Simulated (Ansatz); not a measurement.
# Al7Ir: a trial structure relaxed, part 3 of 3

Where does this trial cell of Al7Ir go when cell and atoms are let free?

Ansatz 0.2.0; DFT PBE, scalar-relativistic, plane waves, PAW. The steps go on from the part before.

## 6. Variant: ecutwfc 200 eV, mixing.algorithm broyden, mixing.beta 0.05

File input.yaml:

```yaml
crystal:
  lattice:
    - [0.0, 3.9449188202, 3.9449188202]
    - [3.9449188202, 0.0, 3.9449188202]
    - [3.9449188202, 3.9449188202, 0.0]
  atoms:
    - { symbol: Al, position: [0.5, 0.5, 0.5] }
    - { symbol: Al, position: [0.5, 0.0, 0.0] }
    - { symbol: Al, position: [0.5, 0.0, 0.5] }
    - { symbol: Al, position: [0.0, 0.5, 0.5] }
    - { symbol: Al, position: [0.0, 0.5, 0.0] }
    - { symbol: Al, position: [0.5, 0.5, 0.0] }
    - { symbol: Al, position: [0.0, 0.0, 0.5] }
    - { symbol: Ir, position: [0.0, 0.0, 0.0] }
basis:
  ecutwfc: "200 eV"
kpoints:
  mp_grid: { grid: [8, 8, 8] }
hamiltonian:
  xc: pbe
scf:
  occupations: { method: gaussian, width: 0.1 }
  mixing: { algorithm: broyden, beta: 0.05 }
output:
  forces: true
  eigenvalues: true
  stress: true
relax:
  adjacent_minimum: "off"
  f_tol: 0.01
  max_steps: 80
  cell: { stress_tol: 0.05 }
```

On the command line:

```bash
$ ansatz run input.yaml --threads 1 --pin off --max-ram 2048MiB --backend cpu --events-out ev --progress --plain --runs-dir out
```

Log:

```text
Warning: basis.ecutwfc = 200 eV is below the records' recommended 420 eV, and the density's cutoff is lower with it unless basis.ecutrho_ratio is high enough to keep the records' density cutoff: compare with a run at a higher cutoff
Warning: RAYON_NUM_THREADS=1 ignored (pool sized by the plan → 1); use --threads N
The last accepted step is kept in <dir> (removed where the run ends without a failure and the disk answers)
Engine: ansatz 0.2.0, aarch64-unknown-linux-gnu
Pseudopotentials: kind: paw
Pseudopotential: Al, paw, valence charge 3, recommended cutoff 420 eV (normal), Al.paw.azcp
Pseudopotential: Ir, paw, valence charge 17, recommended cutoff 420 eV (normal), Ir.paw.azcp
Functional definition: PBE
  parameter kappa = 0.804
  parameter beta = 0.06672455060314922
  exchange = pbe_x(kappa = kappa, mu = beta*pi^2/3)
  correlation = pbe_c(beta = beta)
Crystal: 8 atoms, lattice volume = 122.785 Å³
Basis set: ecut = 200 eV, 749 PW (Γ), exchange–correlation on 54×54×54 points (8 copies of the dense FFT grid, shifted against one another)
Bands: 27, of which v1, the nominal top of the filled ones, is band 19 counted from 1 (18 counted from 0)
Symmetry: 48 space group operations
Space group: Fm-3m (ITA 225), of the structure as read, at distance tolerance 5.0e-5 Å
k-points: 29 of 512
Non-local potential: Al, projectors of the file, l = 0: 2, l = 1: 2, l = 2: 1
Non-local potential: Ir, projectors of the file, l = 0: 3, l = 1: 2, l = 2: 2, l = 3: 1
PAW form: soft (Blöchl's): semilocal exchange-correlation on the pseudo side does not see the compensation charge
PAW one-centre angular grid: Al, 110 points (default); XC on 64 Gauss nodes
PAW one-centre angular grid: Ir, 590 points (default); XC on 64 Gauss nodes
Initial density: superposition of atomic densities (neutral atoms: chi_scale 0, normalization atom), corrected by the library's trained network
Initial wavefunctions: pseudopotential atomic-orbital guess
Functional: x = pbe(κ = 0.804, μ = 0.2195149727645171), c = pbe(β = 0.06672455060314922)
SCF iter   1: F=—  HF=-15688.810002 eV  |F-HF|=—  |Δ(HF+E_count)|=         —  Δρ=6.32e-2  dr2=5.54e0  ethr=1.77e-3  ⟨swp⟩=7.1  Hψ=3876  notcnv=0
preconditioner: auto → Kerker (q_TF=auto, 2.244 Å⁻¹)  [metal: Δε(μ)=0.029 eV  Ē_g=6.721 eV  σ=0.100 eV  W_gap=0.16  n_scr=14 (ndim 8)  ℏωp=18.4 eV  f_vac=0.000  D(μ)=4.34/eV (n_scr^D=26)]
SCF iter   2: F=—  HF=-15688.577438 eV  |F-HF|=—  |Δ(HF+E_count)|=   2.33e-1  Δρ=5.74e-2  dr2=4.18e0  ethr=1.77e-3  ⟨swp⟩=1.0  Hψ=1015  notcnv=0  κ⁻¹=1.0e0(r=1)
SCF iter   3: F=—  HF=-15687.799607 eV  |F-HF|=—  |Δ(HF+E_count)|=   7.78e-1  Δρ=2.87e-2  dr2=3.61e-1  ethr=1.77e-3  ⟨swp⟩=2.0  Hψ=1451  notcnv=0  defer=1  κ⁻¹=7.5e-5(r=2)
SCF iter   4: F=—  HF=-15687.714873 eV  |F-HF|=—  |Δ(HF+E_count)|=   8.47e-2  Δρ=1.95e-2  dr2=3.29e-1  ethr=9.49e-4  ⟨swp⟩=2.8  Hψ=1617  notcnv=0  defer=55  κ⁻¹=2.6e-5(r=3)
SCF iter   5: F=—  HF=-15687.639281 eV  |F-HF|=—  |Δ(HF+E_count)|=   7.56e-2  Δρ=1.13e-3  dr2=1.32e-3  ethr=8.66e-4  ⟨swp⟩=2.2  Hψ=1337  notcnv=0  defer=55  κ⁻¹=2.9e-6(r=4)
SCF iter   6: F=—  HF=-15687.639841 eV  |F-HF|=—  |Δ(HF+E_count)|=   5.60e-4  Δρ=1.09e-3  dr2=3.85e-3  ethr=3.48e-6  ⟨swp⟩=2.0  Hψ=1080  notcnv=0  defer=55  κ⁻¹=2.6e-7(r=5)
SCF iter   7: F=—  HF=-15687.639501 eV  |F-HF|=—  |Δ(HF+E_count)|=   3.40e-4  Δρ=6.67e-4  dr2=1.15e-3  ethr=3.48e-6  ⟨swp⟩=2.0  Hψ=1285  notcnv=0  defer=55  κ⁻¹=7.2e-9(r=6)
SCF iter   8: F=—  HF=-15687.639322 eV  |F-HF|=—  |Δ(HF+E_count)|=   1.78e-4  Δρ=1.74e-4  dr2=1.98e-5  ethr=3.04e-6  ⟨swp⟩=2.2  Hψ=979  notcnv=0  defer=55  κ⁻¹=2.7e-9(r=7)
SCF iter   9: F=—  HF=-15687.639332 eV  |F-HF|=—  |Δ(HF+E_count)|=   9.50e-6  Δρ=8.69e-5  dr2=1.61e-5  ethr=5.22e-8  ⟨swp⟩=2.0  Hψ=1331  notcnv=0  defer=58  κ⁻¹=2.2e-10(r=8)
SCF iter  10: F=—  HF=-15687.639330 eV  |F-HF|=—  |Δ(HF+E_count)|=   1.50e-6  Δρ=2.87e-5  dr2=1.54e-6  ethr=4.25e-8  ⟨swp⟩=1.2  Hψ=749  notcnv=0  defer=58  κ⁻¹=3.7e-11(r=8)
SCF iter  11: F=-15687.639330 eV  HF=-15687.639330 eV  |F-HF|=5.18e-8  |Δ(HF+E_count)|=   4.19e-7  Δρ=6.86e-6  dr2=7.62e-8  ethr=2.63e-10  ⟨swp⟩=8.2  Hψ=3341  notcnv=0
SCF 1 converged in 11 iterations: F = -15687.639330 eV  dr2 = 7.62e-8
relax step   1: F+E_penalty+E_count = -15687.63932984 eV  Δ(F+E_penalty+E_count) = +0.000e0 eV  max|allowed force component| = 2.055e-30 eV/Å  Δτ_max = 0.0000 Å  P = -0.710 GPa  Ω = 122.785 Å³  (11 SCF iters, dr2 threshold 1.00e-7 eV, accepted)
Crystal: 8 atoms, lattice volume = 121.745 Å³
Initial density: handed on by an earlier stage of this run
Initial wavefunctions: those handed on with the density
iter 1 solved again at ethr=1.75e-6 eV; its pass at ethr=3.10e-3 eV (dr2=6.66e-4 eV) is discarded
SCF iter   1: F=—  HF=-15688.023108 eV  |F-HF|=—  |Δ(HF+E_count)|=         —  Δρ=1.08e-3  dr2=6.79e-4  ethr=1.75e-6  ⟨swp⟩=2.4  Hψ=4123  notcnv=0
preconditioner: auto → Kerker (q_TF=auto, 2.247 Å⁻¹)  [metal: Δε(μ)=0.038 eV  Ē_g=6.840 eV  σ=0.100 eV  W_gap=0.20  n_scr=14 (ndim 8)  ℏωp=18.4 eV  f_vac=0.000  D(μ)=3.54/eV (n_scr^D=26)]
SCF iter   2: F=—  HF=-15688.023074 eV  |F-HF|=—  |Δ(HF+E_count)|=   3.39e-5  Δρ=1.03e-3  dr2=6.17e-4  ethr=1.75e-6  ⟨swp⟩=1.0  Hψ=783  notcnv=0  κ⁻¹=1.0e0(r=1)
SCF iter   3: F=—  HF=-15688.022746 eV  |F-HF|=—  |Δ(HF+E_count)|=   3.28e-4  Δρ=7.37e-5  dr2=6.67e-6  ethr=1.62e-6  ⟨swp⟩=2.1  Hψ=1247  notcnv=0  κ⁻¹=6.9e-6(r=2)
SCF iter   4: F=—  HF=-15688.022746 eV  |F-HF|=—  |Δ(HF+E_count)|=   1.38e-7  Δρ=7.16e-5  dr2=5.95e-6  ethr=2.11e-9  ⟨swp⟩=5.0  Hψ=2749  notcnv=0  κ⁻¹=6.3e-6(r=3)
SCF iter   5: F=—  HF=-15688.022743 eV  |F-HF|=—  |Δ(HF+E_count)|=   3.03e-6  Δρ=2.89e-5  dr2=1.19e-6  ethr=1.56e-8  ⟨swp⟩=2.2  Hψ=1306  notcnv=0  κ⁻¹=2.0e-6(r=4)
SCF iter   6: F=—  HF=-15688.022743 eV  |F-HF|=—  |Δ(HF+E_count)|=   1.65e-8  Δρ=2.88e-5  dr2=1.07e-6  ethr=2.11e-9  ⟨swp⟩=3.0  Hψ=1863  notcnv=0  κ⁻¹=9.4e-7(r=5)
SCF iter   7: F=-15688.022742 eV  HF=-15688.022742 eV  |F-HF|=8.18e-8  |Δ(HF+E_count)|=   2.31e-7  Δρ=7.24e-6  dr2=3.11e-8  ethr=2.11e-9  ⟨swp⟩=2.0  Hψ=2656  notcnv=0
SCF 2 converged in 7 iterations: F = -15688.022742 eV  dr2 = 3.11e-8
relax step   2: F+E_penalty+E_count = -15688.02274236 eV  Δ(F+E_penalty+E_count) = -3.834e-1 eV  max|allowed force component| = 7.897e-30 eV/Å  Δτ_max = 0.0000 Å  P = +1.881 GPa  Ω = 121.745 Å³  energy of the carried Pulay correction = +3.872e-1 eV  (7 SCF iters, dr2 threshold 8.00e-7 eV, rejected (line search))
Crystal: 8 atoms, lattice volume = 122.498 Å³
iter 1 solved again at ethr=9.28e-7 eV; its pass at ethr=3.10e-3 eV (dr2=3.53e-4 eV) is discarded
SCF iter   1: F=—  HF=-15687.746574 eV  |F-HF|=—  |Δ(HF+E_count)|=         —  Δρ=7.77e-4  dr2=3.61e-4  ethr=9.28e-7  ⟨swp⟩=2.4  Hψ=4132  notcnv=0
preconditioner: auto → Kerker (q_TF=auto, 2.245 Å⁻¹)  [metal: Δε(μ)=0.015 eV  Ē_g=6.809 eV  σ=0.100 eV  W_gap=0.08  n_scr=14 (ndim 8)  ℏωp=18.4 eV  f_vac=0.000  D(μ)=3.58/eV (n_scr^D=26)]
SCF iter   2: F=—  HF=-15687.746557 eV  |F-HF|=—  |Δ(HF+E_count)|=   1.73e-5  Δρ=7.40e-4  dr2=3.28e-4  ethr=9.28e-7  ⟨swp⟩=1.0  Hψ=783  notcnv=0  κ⁻¹=1.0e0(r=1)
SCF iter   3: F=—  HF=-15687.746387 eV  |F-HF|=—  |Δ(HF+E_count)|=   1.71e-4  Δρ=5.33e-5  dr2=3.82e-6  ethr=8.63e-7  ⟨swp⟩=2.3  Hψ=1260  notcnv=0  κ⁻¹=3.9e-6(r=2)
SCF iter   4: F=—  HF=-15687.746387 eV  |F-HF|=—  |Δ(HF+E_count)|=   3.90e-7  Δρ=5.15e-5  dr2=3.45e-6  ethr=1.00e-8  ⟨swp⟩=1.0  Hψ=784  notcnv=0  κ⁻¹=2.9e-6(r=3)
SCF iter   5: F=—  HF=-15687.746386 eV  |F-HF|=—  |Δ(HF+E_count)|=   1.36e-6  Δρ=3.34e-5  dr2=1.38e-6  ethr=9.08e-9  ⟨swp⟩=2.1  Hψ=1299  notcnv=0  κ⁻¹=7.6e-7(r=4)
SCF iter   6: F=—  HF=-15687.746386 eV  |F-HF|=—  |Δ(HF+E_count)|=   3.52e-8  Δρ=3.23e-5  dr2=1.27e-6  ethr=3.62e-9  ⟨swp⟩=1.0  Hψ=783  notcnv=0  κ⁻¹=6.9e-7(r=5)
SCF iter   7: F=—  HF=-15687.746385 eV  |F-HF|=—  |Δ(HF+E_count)|=   3.03e-7  Δρ=4.97e-6  dr2=1.31e-8  ethr=3.35e-9  ⟨swp⟩=2.0  Hψ=1273  notcnv=0  κ⁻¹=1.2e-9(r=6)
SCF iter   8: F=—  HF=-15687.746385 eV  |F-HF|=—  |Δ(HF+E_count)|=   1.74e-8  Δρ=2.93e-6  dr2=4.60e-9  ethr=3.45e-11  ⟨swp⟩=2.3  Hψ=1270  notcnv=0  κ⁻¹=5.5e-10(r=7)
SCF iter   9: F=—  HF=-15687.746385 eV  |F-HF|=—  |Δ(HF+E_count)|=   1.32e-8  Δρ=5.73e-7  dr2=5.15e-10  ethr=1.21e-11  ⟨swp⟩=2.0  Hψ=1343  notcnv=0  κ⁻¹=4.9e-10(r=8)
SCF iter  10: F=—  HF=-15687.746385 eV  |F-HF|=—  |Δ(HF+E_count)|=  2.49e-10  Δρ=9.38e-7  dr2=2.46e-9  ethr=1.36e-12  ⟨swp⟩=2.2  Hψ=1199  notcnv=0  κ⁻¹=1.5e-10(r=8)
SCF iter  11: F=-15687.746385 eV  HF=-15687.746385 eV  |F-HF|=3.64e-12  |Δ(HF+E_count)|=  7.26e-10  Δρ=6.22e-8  dr2=7.39e-12  ethr=1.00e-12  ⟨swp⟩=2.0  Hψ=2634  notcnv=0
SCF 3 converged in 11 iterations: F = -15687.746385 eV  dr2 = 7.39e-12
relax step   3: F+E_penalty+E_count = -15687.74638518 eV  Δ(F+E_penalty+E_count) = -1.071e-1 eV  max|allowed force component| = 2.927e-30 eV/Å  Δτ_max = 0.0000 Å  P = -0.000 GPa  Ω = 122.498 Å³  energy of the carried Pulay correction = +1.064e-1 eV  (11 SCF iters, accepted)
[... from here on, the SCF cycles and remarks between the steps are left out ...]
relax step   4: F+E_penalty+E_count = -15687.61715331 eV  Δ(F+E_penalty+E_count) = +1.292e-1 eV  max|allowed force component| = 4.701e-30 eV/Å  Δτ_max = 0.0000 Å  P = -0.451 GPa  Ω = 122.498 Å³  stress off target by 4.51e-1 GPa  SCF on the basis re-selected at this cell (its energy is not comparable with the rows above)  (9 SCF iters)
relax step   5: F+E_penalty+E_count = -15687.68505526 eV  Δ(F+E_penalty+E_count) = -6.790e-2 eV  max|allowed force component| = 6.327e-30 eV/Å  Δτ_max = 0.0000 Å  P = -0.141 GPa  Ω = 122.316 Å³  energy of the carried Pulay correction = +6.757e-2 eV  (3 SCF iters, dr2 threshold 5.08e-7 eV, accepted)
relax step   6: F+E_penalty+E_count = -15687.71581959 eV  Δ(F+E_penalty+E_count) = -3.076e-2 eV  max|allowed force component| = 1.205e-29 eV/Å  Δτ_max = 0.0000 Å  P = -0.002 GPa  Ω = 122.234 Å³  energy of the carried Pulay correction = +9.829e-2 eV  (5 SCF iters, dr2 threshold 4.98e-8 eV, accepted)
relax step   7: F+E_penalty+E_count = -15687.56977265 eV  Δ(F+E_penalty+E_count) = +1.460e-1 eV  max|allowed force component| = 3.956e-30 eV/Å  Δτ_max = 0.0000 Å  P = -0.204 GPa  Ω = 122.234 Å³  stress off target by 2.04e-1 GPa  SCF on the basis re-selected at this cell (its energy is not comparable with the rows above)  (10 SCF iters)
relax step   8: F+E_penalty+E_count = -15687.60978346 eV  Δ(F+E_penalty+E_count) = -4.001e-2 eV  max|allowed force component| = 9.206e-30 eV/Å  Δτ_max = 0.0000 Å  P = -0.062 GPa  Ω = 122.127 Å³  energy of the carried Pulay correction = +3.992e-2 eV  (3 SCF iters, dr2 threshold 1.05e-7 eV, accepted)
relax step   9: F+E_penalty+E_count = -15687.62722921 eV  Δ(F+E_penalty+E_count) = -1.745e-2 eV  max|allowed force component| = 1.213e-29 eV/Å  Δτ_max = 0.0000 Å  P = -0.001 GPa  Ω = 122.080 Å³  energy of the carried Pulay correction = +5.736e-2 eV  (5 SCF iters, dr2 threshold 9.69e-9 eV, accepted)
relax step  10: F+E_penalty+E_count = -15687.61692668 eV  Δ(F+E_penalty+E_count) = +1.030e-2 eV  max|allowed force component| = 1.980e-30 eV/Å  Δτ_max = 0.0000 Å  P = -0.055 GPa  Ω = 122.080 Å³  stress off target by 5.54e-2 GPa  SCF on the basis re-selected at this cell (its energy is not comparable with the rows above)  (8 SCF iters)
relax step  11: F+E_penalty+E_count = -15687.63267512 eV  Δ(F+E_penalty+E_count) = -1.575e-2 eV  max|allowed force component| = 6.288e-30 eV/Å  Δτ_max = 0.0000 Å  P = -0.007 GPa  Ω = 122.038 Å³  energy of the carried Pulay correction = +1.574e-2 eV  (5 SCF iters, dr2 threshold 7.68e-9 eV, accepted)
iter 1 solved again at ethr=9.85e-8 eV; its pass at ethr=3.10e-3 eV (dr2=3.74e-5 eV) is discarded
SCF iter   1: F=—  HF=-15687.632677 eV  |F-HF|=—  |Δ(HF+E_count)|=         —  Δρ=9.07e-7  dr2=1.03e-9  ethr=9.85e-8  ⟨swp⟩=2.9  Hψ=5548  notcnv=0
eigensolver tolerance schedule: the retry pair's looser diagonalisation over-reported the residual by 36206.36 of it (diagonalisation noise at an unbounded share of the residual, at the tolerance the schedule requests for it); recorded, not acted on — ethr = c·dr2/N_el stays at c = 1.0e-1
SCF iter   2: F=—  HF=-15687.632675 eV  |F-HF|=—  |Δ(HF+E_count)|=   2.28e-6  Δρ=8.01e-7  dr2=7.24e-10  ethr=2.72e-12  ⟨swp⟩=2.8  Hψ=1488  notcnv=0  κ⁻¹=1.0e0(r=1)
SCF iter   3: F=—  HF=-15687.632675 eV  |F-HF|=—  |Δ(HF+E_count)|=  1.31e-10  Δρ=5.77e-7  dr2=2.75e-10  ethr=1.90e-12  ⟨swp⟩=1.0  Hψ=783  notcnv=0  κ⁻¹=3.1e-2(r=2)
SCF iter   4: F=—  HF=-15687.632675 eV  |F-HF|=—  |Δ(HF+E_count)|=  6.55e-11  Δρ=4.24e-7  dr2=1.40e-10  ethr=1.00e-12  ⟨swp⟩=1.0  Hψ=783  notcnv=0  κ⁻¹=4.2e-4(r=3)
SCF iter   5: F=-15687.632675 eV  HF=-15687.632675 eV  |F-HF|=3.64e-12  |Δ(HF+E_count)|=  8.73e-11  Δρ=9.08e-8  dr2=5.99e-12  ethr=1.00e-12  ⟨swp⟩=3.9  Hψ=2384  notcnv=0
SCF 12 converged in 5 iterations: F = -15687.632675 eV  dr2 = 5.99e-12
relax step  12: F+E_penalty+E_count = -15687.63267512 eV  Δ(F+E_penalty+E_count) = -4.875e-10 eV  max|allowed force component| = 2.025e-29 eV/Å  Δτ_max = 0.0000 Å  P = -0.015 GPa  Ω = 122.038 Å³  stress off target by 1.48e-2 GPa  SCF on the basis re-selected at this cell (its energy is not comparable with the rows above)  (5 SCF iters)
basis re-selected at this cell: Δ(F+E_penalty+E_count) = -4.875e-10 eV, ΔP = -0.008 GPa vs the last step (what re-selecting the basis moved, of the pressure what is left beyond the Pulay correction that the steps carried, after the strain that the cell walked since its last selection, with what the two solves' SCF thresholds leave and, on support functions, any second-order correction that the steps lacked; it is no measure of the basis error at this ecutwfc). This SCF's stress stands 1.48e-2 GPa from its target on what of the cell is left free (relax.cell.stress_tol is 5.00e-2 GPa) and its largest allowed force component is 2.03e-29 eV/Å (relax.f_tol is 1.00e-2 eV/Å): within both
SCF converged after 5 iterations
Stability not checked: this state was not tested for a lower state beside it, because the mixer in use, unlike msr1, does not test its closes by its own steps (another_mixer; see scf.mixing.algorithm and scf.lower_state_search)
Free energy (F): -15687.632675 eV
Harris-Foulkes:  -15687.632675 eV  (|F-HF|=3.64e-12)
Internal energy: -15687.614730 eV  (E = F + TS)
E sigma→0 (E₀):  -15687.623703 eV
Entropy (-TS):   -0.017945 eV (-2.243 meV/atom)
Fermi energy:    10.705141 eV
--- Per-component energies (eV) ---
  E_band       = -213.168021
  E_kinetic    = 797.117278
  E_local      = -2512.616142  (includes V_loc(G=0)·N_el)
  E_nonlocal   = 128.292179
  E_hartree    = 1064.822597
  E_xc         = -551.018483
  E_vxc        = -509.754412  (∫ρ·V_xc dr)
  E_paw        = -12484.474255  (= ΣΔE_a)
  E_vpaw       = -245.854598  (= ΣTr[D̂ρ^β])
  E_aug_tail   = 0.002422  (compensation charges beyond the density's cutoff)
  E_ewald      = -2129.740326
  E_smearing   = -0.017945  (= −TS)
  E_closure    = 0.000000  (closes the sum)
  Σ components = -15687.632675   (vs F -15687.632675, Δ=0.00e0)
--- Forces (eV/Å), atoms counted from 1 ---
  atom   1  Al    -0.00000000    -0.00000000    -0.00000000
  atom   2  Al    -0.00000000    -0.00000000     0.00000000
  atom   3  Al     0.00000000     0.00000000     0.00000000
  atom   4  Al    -0.00000000    -0.00000000    -0.00000000
  atom   5  Al     0.00000000    -0.00000000    -0.00000000
  atom   6  Al     0.00000000     0.00000000    -0.00000000
  atom   7  Al     0.00000000    -0.00000000     0.00000000
  atom   8  Ir     0.00000000    -0.00000000     0.00000000
  max |Σ_I F_I| component: 2.31e-29 eV/Å
--- Stress (GPa, compression-positive) ---
       -0.014822      -0.000000      -0.000000
       -0.000000      -0.014822      -0.000000
       -0.000000      -0.000000      -0.014822
  P = ⅓ Tr σ = -0.0148 GPa (-0.148 kbar)
--- Band table (eV; the first three rows and the last of 29) ---
  k-point 0: bands = ["-83.8818", "-39.2916", "-39.2916", "-39.2916", "-0.9020", "5.1439", "5.1439", "5.1439", "5.8320", "6.3801", "6.3801", "6.3801", "6.7589", "6.7589", "6.9344", "8.3276", "8.3276", "8.3276", "9.8209", "9.9587", "9.9587", "9.9587", "12.2479", "12.2479", "16.8415", "16.8415", "16.8415"]
  k-point 1: bands = ["-83.9037", "-39.4854", "-39.4225", "-39.4225", "-0.7839", "4.2725", "5.0794", "5.0794", "5.7092", "6.1603", "6.1603", "6.5756", "6.9242", "6.9242", "7.5618", "7.8657", "8.3116", "8.3116", "9.9423", "9.9423", "10.0412", "10.8333", "12.3609", "12.3609", "15.8219", "15.8219", "16.0077"]
  k-point 2: bands = ["-83.9088", "-39.4963", "-39.4633", "-39.4633", "-0.4305", "3.0788", "4.9674", "4.9674", "5.3314", "6.0391", "6.0391", "6.6165", "7.0512", "7.0512", "7.6140", "8.4930", "8.4930", "8.7211", "10.0629", "10.0629", "10.9036", "12.5195", "12.9869", "12.9869", "14.1442", "14.4298", "14.4298"]
  k-point 28: bands = ["-83.9018", "-39.4587", "-39.3962", "-39.3962", "1.9725", "2.0641", "2.0641", "2.4848", "5.9481", "5.9481", "6.2519", "7.0392", "7.0569", "8.3423", "8.7703", "8.7703", "8.8600", "10.3559", "11.8091", "11.8091", "12.2898", "12.2898", "12.5243", "13.5005", "13.7914", "14.6775", "15.5893"]
--- Relaxed structure (8 steps of the walk, 7 accepted, 4 SCFs on fresh bases) ---
  F+E_penalty+E_count = -15687.63267512 eV   max|allowed force component| = 2.025e-29 eV/Å   (the final SCF, on the basis selected at the relaxed cell)
  cell:  # Å, volume = 122.0381 Å³
    - [1.4728809782385621e-33, 3.936906874270209, 3.936906874270209]
    - [3.936906874270209, 6.894675282215037e-34, 3.936906874270209]
    - [3.936906874270209, 3.936906874270209, 4.203681927138861e-34]
  atoms:
    - { symbol: Al, position: [0.5, 0.5, 0.5] }
    - { symbol: Al, position: [0.5, 0.0, 0.0] }
    - { symbol: Al, position: [0.5, 0.0, 0.5] }
    - { symbol: Al, position: [0.0, 0.5, 0.5] }
    - { symbol: Al, position: [0.0, 0.5, 0.0] }
    - { symbol: Al, position: [0.5, 0.5, 0.0] }
    - { symbol: Al, position: [2.669406504514986e-35, 2.669406504514986e-35, 0.5] }
    - { symbol: Ir, position: [1.6520893986141383e-47, -2.5657714184866306e-48, 4.234279405440167e-48] }
```

Run time: 23 s. Hardware: 1 thread of Arm Neoverse V2, shared host; peak memory 0.32 GiB.

```
    run     ending  energy change  pressure (GPa)  gap (eV)  force (eV/Å)  cycles  time
 step 5  converged              0             0.0      0.00          0.00       -  18 s
variant  converged  +1.48 eV/atom             0.0      0.00          0.00       -  23 s
```

Changing the cutoff and mixing moves the energy by +1.48 eV/atom, and the final volume goes from 123.00 to 122.04 Å³. The lower cutoff gives the higher energy: the smaller basis describes the state less well. The log warns that the cutoff is under what these potentials recommend, so the shift is basis error. The variant is not converged in its settings.

## 7. Summary of results

What follows sums up all 3 parts. Changes of volume or cell count from the first structure of part 1.

```
                              quantity                                                                      value
symmetry at the end (tolerance 0.05 Å)                                                space group Fm-3m (No. 225)
                     conventional cell  a = 7.895 Å, b = 7.895 Å, c = 7.895 Å, α = 90.00°, β = 90.00°, γ = 90.00°
                                volume                                                              15.38 Å³/atom
              energy over the elements                                                              -0.20 eV/atom
                       gap on the mesh                                                               none (metal)
```

**Reading.** The space group Fm-3m (No. 225) is kept, and the volume per atom grows by 5.7 % from the first guess. It lies below the elements, which doesn't yet make it stable: competing phases were not computed in this session. No finished test with a distortion of lower symmetry is shown, so the end may be a saddle point. Spin-orbit coupling is left out for Ir. Other magnetic orders were not searched.
